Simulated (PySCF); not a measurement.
# [OsO3(H2O)]2+: other functionals and bases at one geometry

One table from this session's results is given with a row withheld; the runs are named, their logs left out.

Method: several levels, as the steps say, no spin–orbit coupling; program: PySCF 2.14.0.

2 further runs of the same task are left out: 2 for a known fault of the program.

## Starting geometry

7 atoms, charge 2, spin multiplicity 1.

Bond lengths: Os1–O2 1.657 Å, Os1–O3 1.659 Å, Os1–O4 1.657 Å, Os1–O5 2.022 Å, O5–H6 0.995 Å, O5–H7 0.996 Å. Angles: O2–Os1–O3 107.8°, O2–Os1–O4 107.3°, O2–Os1–O5 112.1°, O3–Os1–O4 107.8°, O3–Os1–O5 109.6°, O4–Os1–O5 112.1°, Os1–O5–H6 125.1°, Os1–O5–H7 125.8°, H6–O5–H7 109.2°.

Coordinates:

```
Os    0.0000   -0.2846   -0.2934
O     1.3341    0.0714   -1.2088
O     0.0000    0.7319    1.0180
O    -1.3341    0.0714   -1.2088
O     0.0000   -2.2048    0.3388
H     0.0000   -2.4930    1.2915
H     0.0000   -3.0104   -0.2468
```

Formal oxidation states: Os +8. An earlier session relaxed this geometry at PBE0, Os def2-SVP with ECP60, O def2-SVP, H def2-SVP (singlet, point group Cs).

At PBE0 on the finer grid: E = -391.299396 Eh, HOMO -23.11 eV, LUMO -17.46 eV, Mulliken charge on Os1 +1.62 e, largest force component 0.025 eV/Å. 

Levels to run: B3LYP; HF; TPSSh; wB97X; PBE0, TZVP; PBE0, x2c-SVP. Hardware: 2 threads of Arm Neoverse V2, shared host.

Set-up of the first run:

Contents of run.py (the lines that set the calculation):

```python
mol = gto.M(atom='''
Os     0.00000    -0.28456    -0.29344
O      1.33415     0.07138    -1.20877
O      0.00000     0.73193     1.01801
O     -1.33415     0.07138    -1.20877
O      0.00000    -2.20485     0.33883
H      0.00000    -2.49300     1.29151
H      0.00000    -3.01044    -0.24679''',
    basis={'Os': 'def2-SVP', 'O': 'def2-SVP', 'H': 'def2-SVP'},
    ecp={'Os': 'def2-SVP'},
    charge=2, spin=0)
mf = dft.RKS(mol, xc='B3LYP')
mf.grids.atom_grid = (75, 302)
mf = mf.density_fit()  # fitting sets: Os def2-universal-JKFIT, O def2-universal-JKFIT, H def2-universal-JKFIT
mf.conv_tol = 1e-08; mf.max_cycle = 55
mf.kernel(dm0)  # dm0: the density of the relaxed state
```

Launch:

```bash
$ OMP_NUM_THREADS=2 python run.py
```

Steps of the session up to this table: B3LYP; HF; TPSSh; wB97X; PBE0, TZVP; PBE0, x2c-SVP.

One of the session's tables, all rows but one given; the rest of the session is left out.

```
              level  HOMO (eV)  gap (eV)  charge on Os1 (e)  dipole (D)  largest force component (eV/Å)
PBE0 (relaxed here)     -23.11      5.65               1.62        8.35                            0.03
              B3LYP     -22.79      5.16               1.59        8.33                            0.81
                 HF          ?         ?                  ?           ?                               ?
              TPSSh     -22.18      4.40               1.63        8.33                            1.08
              wB97X     -25.47     10.14               1.62        8.31                            0.98
         PBE0, TZVP     -22.83      5.65               1.76        8.21                            0.31
      PBE0, x2c-SVP     -23.24      5.50               1.54        8.15                            0.62
```

Q: Estimate the row for HF from the others.

As computed: HOMO (eV): -27.14; gap (eV): 12.89; charge on Os1 (e): 1.98; dipole (D): 8.46; largest force component (eV/Å): 4.82. In the column «HOMO (eV)» it is the lowest.

The dipole of a charged species depends on the origin, so these sizes hold for this origin alone.

In one basis the HOMO–LUMO gap runs from 4.40 eV (TPSSh) to 12.89 eV (HF). The largest leftover force, 4.82 eV/Å with HF, stands at a geometry relaxed at another level. Total energies of different levels can't be compared.
